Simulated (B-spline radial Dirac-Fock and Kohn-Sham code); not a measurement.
# Inner shells of Nd³⁵⁺

Wanted for the Nd³⁵⁺ ion: its X-ray form factor and Compton profile and the binding energy of each subshell.

Method: a free atom or ion on a radial basis; each step names its model; computed with B-spline radial Dirac-Fock and Kohn-Sham code, version 2.

### Step 1. The atom as given

The Nd³⁵⁺ ion in the configuration [Ar] 3d7.

```
nuclear charge     : 60
electrons          : 25
mass number        : 142
nuclear rms radius : 4.9123 fm
```

Outer shells as boxes (Hund's rule, for the drawing alone; heavy ions are jj-coupled, and the calculation averages over the configuration):

```
[Ar] core
3d [↑↓][↑↓][↑ ][↑ ][↑ ]
```

### Step 2. Form factor and Compton profile

Model: Dirac-Fock average of configuration, finite nucleus; form factor of the spherical density, Waller-Hartree incoherent function, impulse-approximation Compton profiles.

The run's settings:

```ini
task = scatter
Z = 60
charge = 35
configuration = 1s2 2s2 2p6 3s2 3p6 3d7
mass_number = 142
rms_radius = 4.9123  # fm
s = [0.0, 0.05, 0.1, 0.15, 0.2, 0.25, 0.3, 0.35, 0.4, 0.45, 0.5, 0.6, 0.7, 0.8, 0.9, 1.0, 1.1, 1.2, 1.4, 1.6, 1.8, 2.0, 2.5, 3.0, 3.5, 4.0, 5.0, 6.0]  # 1/A
pz = [0, 0.1, 0.14, 0.19, 0.26, 0.35, 0.48, 0.66, 0.91, 1.2, 1.7, 2.3, 3.2, 4.4, 6.0, 8.2, 11.0, 15.0, 21.0, 29.0, 40.0]  # a.u.
photon_energy = [1000, 2000, 8047.8, 10000, 20000, 30000, 50000, 500000]  # eV
```

Results of the run (chosen fields of its result record, rounded):

```text
{
  "status": "converged",
  "form_factor [e]": [25.0, 24.98, 24.92, 24.82, 24.681, 24.505, 24.291, 24.042, 23.759, 23.444, 23.099, 22.327, 21.462, 20.524, 19.532, 18.507, 17.468, 16.433, 14.431, 12.6, 10.998, 9.6478, 7.2942, 5.9896, 5.2051, 4.6096, 3.5568, 2.6757],
  "incoherent": [8.6153e-13, 0.017669, 0.070522, 0.15811, 0.27967, 0.4342, 0.62038, 0.83671, 1.0814, 1.3526, 1.6483, 2.3039, 3.0299, 3.8079, 4.6197, 5.4489, 6.2808, 7.1031, 8.6818, 10.133, 11.437, 12.593, 14.926, 16.677, 18.051, 19.169, 20.843, 21.949],
  "compton_total [1/a.u.]": [1.1138, 1.1137, 1.1136, 1.1135, 1.1131, 1.1125, 1.1114, 1.1093, 1.1051, 1.0987, 1.0836, 1.0587, 1.0086, 0.92139, 0.78275, 0.59005, 0.39716, 0.23352, 0.11757, 0.053603, 0.02214],
  "shells": ["1s1/2", "2s1/2", "2p1/2", "2p3/2", "3s1/2", "3p1/2", "3p3/2", "3d3/2", "3d5/2"],
  "occupation": [2.0, 2.0, 2.0, 4.0, 2.0, 2.0, 4.0, 2.8, 4.2],
  "mean_momentum [a.u.]": [57.541, 20.592, 27.378, 25.424, 10.757, 12.802, 12.258, 14.658, 14.451],
  "r2 [bohr^2]": 1.0907,
  "r_inverse [1/bohr]": 333.29,
  "r1 [bohr]": 4.386,
  "coherent [b]": [414.91, 412.32, 365.3, 342.11, 219.02, 138.4, 70.03, 1.2886],
  "incoherent_cross_section [b]": [0.0152, 0.060235, 0.87523, 1.2832, 3.6355, 5.5471, 7.7391, 6.9683],
  "radial_jk": {
    "3d": {"j0": [1.0, 0.9989, 0.9956, 0.99012, 0.9825, 0.9728, 0.96107, 0.9474, 0.93187, 0.91458, 0.89565, 0.85331, 0.80589, 0.75446, 0.70013, 0.64402, 0.58717, 0.53055, 0.42131, 0.32173, 0.23514, 0.16301, 0.043031, -0.011041, -0.02776, -0.027707, -0.015837, -0.006908], "j2": [0.0, 0.00044102, 0.0017598, 0.0039436, 0.0069714, 0.010814, 0.015435, 0.020791, 0.026831, 0.0335, 0.040737, 0.056649, 0.074012, 0.092243, 0.11076, 0.12902, 0.14649, 0.16276, 0.19024, 0.20955, 0.22002, 0.22208, 0.19899, 0.15537, 0.11054, 0.073743, 0.028894, 0.0099801], "j4": [0.0, 7.9195e-08, 1.2641e-06, 6.3745e-06, 2.0036e-05, 4.8572e-05, 9.9855e-05, 0.00018312, 0.00030877, 0.00048809, 0.00073303, 0.0014692, 0.0026156, 0.0042633, 0.0064884, 0.0093455, 0.012863, 0.017041, 0.027236, 0.039391, 0.052665, 0.066087, 0.094543, 0.10938, 0.10993, 0.1005, 0.070758, 0.044187], "r2": 0.059888, "r4": 0.0061284, "r6": 0.00095992}
  }
}
```

The scattering functions against s = sin θ / λ:

| s (1/Å) | f (e) | f / N | S(s) |
| --- | --- | --- | --- |
| 0 | 25.00 | 1.000 | 0 |
| 0.100 | 24.92 | 0.997 | 0.07052 |
| 0.200 | 24.68 | 0.987 | 0.2797 |
| 0.300 | 24.29 | 0.972 | 0.6204 |
| 0.400 | 23.76 | 0.950 | 1.081 |
| 0.500 | 23.10 | 0.924 | 1.648 |
| 0.700 | 21.46 | 0.858 | 3.030 |
| 0.900 | 19.53 | 0.781 | 4.620 |
| 1.10 | 17.47 | 0.699 | 6.281 |
| 1.40 | 14.43 | 0.577 | 8.682 |
| 1.80 | 11.00 | 0.440 | 11.44 |
| 2.50 | 7.294 | 0.292 | 14.93 |
| 3.50 | 5.205 | 0.208 | 18.05 |
| 5.00 | 3.557 | 0.142 | 20.84 |

### Step 3. Binding energies

Model: Dirac-Fock average of configuration, Delta-SCF, finite nucleus, first-order Breit with its frequency dependence, self-energy and vacuum polarisation.

Recorded inputs:

```ini
task = binding
```

Results of the run (chosen fields of its result record, rounded):

```text
{
  "status": "converged",
  "shells": ["K", "L1", "L2", "L3", "M1", "M2", "M3", "M4,5"],
  "total_energy_parts [Ha]": [-8818.41377, 8.7576478, -0.889568446, -0.110777348, 6.38752595, -0.944313191],
  "koopmans [eV]": [45412.5, 8743.59, 8347.73, 7821.64, 2996.72, 2830.01, 2713.29, 2439.42],
  "dirac_coulomb [eV]": [45368.8, 8728.61, 8329.65, 7805.01, 2994.57, 2827.46, 2711.03, 2436.28],
  "gaunt [eV]": [-126.177, -13.0167, -22.2552, -15.879, -2.66338, -4.54686, -3.18319, -1.62625],
  "retardation [eV]": [9.3442, 0.973497, 2.42372, 2.42674, 0.229813, 0.536011, 0.539671, 0.251188],
  "breit_frequency [eV]": [1.36418, -0.120215, -0.00514976, 0.596832, -0.031568, -0.0249974, 0.124628, -0.00597601],
  "self_energy [eV]": [-70.1019, -9.28968, 0.353409, -0.468903, -2.18866, 0.0304424, -0.138906, 0.100646],
  "vacuum_polarisation [eV]": [10.7915, 1.32676, 0.0013776, -0.0573736, 0.301147, 0.00175302, -0.0135405, -0.0135469],
  "binding [eV]": [45194.1, 8708.48, 8310.17, 7791.63, 2990.22, 2823.45, 2708.36, 2434.99],
  "mean_radius [bohr]": [0.0236222, 0.0999211, 0.0838782, 0.0901527, 0.255785, 0.244779, 0.255395, 0.228164]
}
```

total_energy_parts: Dirac-Coulomb, Gaunt, retardation, frequency dependence, self-energy, vacuum polarisation. 

The binding energies by parts, in eV; the parts add up.

| level | -ε | relaxation | Breit | QED | binding |
| --- | --- | --- | --- | --- | --- |
| K (1s) | 45412.5 | -43.62 | -115.47 | -59.31 | 45194.1 |
| L1 (2s) | 8743.6 | -14.98 | -12.16 | -7.96 | 8708.5 |
| L2 (2p1/2) | 8347.7 | -18.08 | -19.84 | 0.35 | 8310.2 |
| L3 (2p3/2) | 7821.6 | -16.63 | -12.86 | -0.53 | 7791.6 |
| M1 (3s) | 2996.7 | -2.15 | -2.47 | -1.89 | 2990.2 |
| M2 (3p1/2) | 2830.0 | -2.55 | -4.04 | 0.03 | 2823.5 |
| M3 (3p3/2) | 2713.3 | -2.26 | -2.52 | -0.15 | 2708.4 |
| M4,5 (3d) | 2439.4 | -3.15 | -1.38 | 0.09 | 2435.0 |

Line energies follow by subtraction:

| line | energy (eV) |
| --- | --- |
| Kβ1 (K-M3) | 42485.7 |
| Kβ3 (K-M2) | 42370.6 |
| Kα1 (K-L3) | 37402.4 |
| Kα2 (K-L2) | 36883.9 |
| Lβ3 (L1-M3) | 6000.1 |
| Lβ4 (L1-M2) | 5885.0 |
| Lη (L2-M1) | 5319.9 |
| Lℓ (L3-M1) | 4801.4 |

### Step 4. What came out

```
                             quantity         value
     rms radius of the electron cloud    0.209 bohr
                form factor halves at       1.6 1/Å
              Compton profile at zero  1.114 1/a.u.
         deepest level listed, K (1s)    45194.1 eV
               least bound, M4,5 (3d)     2435.0 eV
                                  Kα1    37402.4 eV
ionisation energy, NIST (theoretical)    2425.00 eV
```

What this shows: The form factor starts at the 25 electrons and halves by s = 1.6 1/Å. Incoherent scattering outweighs coherent from 500 keV on, among the energies asked. The K (1s) level lies 43.6 eV under Koopmans' value by relaxation alone; Breit gives -115.47 and QED -59.31 eV. NIST's ionisation energy differs by -9.99 eV from the least binding energy; the calculation averages open shells over their j components and terms. The Hartree-Fock and Dirac-Fock values hold no electron correlation.
